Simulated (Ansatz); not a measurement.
What does this script print? It uses the Ansatz DFT code, driven from Python.

`field.py`
```python
"""Dipole of ClFH2OSn in the field of point charges."""

import logging
import sys

import ansatz as az
import numpy as np

logging.basicConfig(stream=sys.stdout, format="%(levelname)s %(message)s")
log = logging.getLogger("clfh2osn")
log.setLevel(logging.INFO)

clfh2osn = (
    az.Crystal.molecule()
    .atom("O", (0.3627, 0.9281, -1.2508))
    .atom("Sn", (0.156, -0.2743, 0.27))
    .atom("F", (1.538, -1.6016, 0.1554))
    .atom("Cl", (-1.863, -1.3307, 0.1995))
    .atom("H", (-0.4604, 1.5727, -1.1856))
    .atom("H", (0.3088, 0.6418, 1.7653))
)

calc = clfh2osn.calculation()
calc = calc.basis(gaussian="def2-SVPD")
calc = calc.functional("pbe0").forces()
# charges +q and -q at -R and +R make a nearly even field 2 k q / R^2 at the centre
centre = np.mean([site.position_ang for site in clfh2osn.cartesian_sites], axis=0)
field = 2 * 14.399645 * 2.0 / 25.0 ** 2


def dipole(axis, sign):
    arm = 25.0 * np.eye(3)[axis]
    pair = [{"charge": sign * 2.0, "position_ang": (centre - arm).tolist()}, {"charge": -sign * 2.0, "position_ang": (centre + arm).tolist()}]
    deck = calc.input().set(az.key.basis.gaussian.point_charges, pair)
    return np.array(az.Session.from_dict(deck).plan().execute().report["charge_distribution"]["dipole_moment_e_ang"])


log.info(f"field {field:.4f} V/A")
alpha = np.array([(dipole(axis, 1) - dipole(axis, -1)) / (2 * field) * 14.399645 for axis in range(3)])
log.info("polarisability tensor (A^3)")
print(np.array2string(alpha, precision=3, suppress_small=True))
log.info(f"mean {np.trace(alpha) / 3:.3f} A^3 = {np.trace(alpha) / 3 / 0.14818471:.2f} bohr^3")
```

```console
$ python field.py
INFO field 0.0922 V/A
INFO polarisability tensor (A^3)
[[ 8.764  0.797  0.088]
 [ 0.784  8.204 -0.173]
 [ 0.091 -0.163  7.766]]
INFO mean 8.245 A^3 = 55.64 bohr^3
```

Reading the output:
- The geometry is a force-field or estimated start, not a minimum of this method, and the basis set is short of its limit. The field of two point charges is only nearly even.
- def2 sets replace the cores of elements past krypton by effective core potentials.
- Hardware and time: 33 s on 1 thread of Arm Neoverse V2 (shared host), peak memory 0.36 GiB.
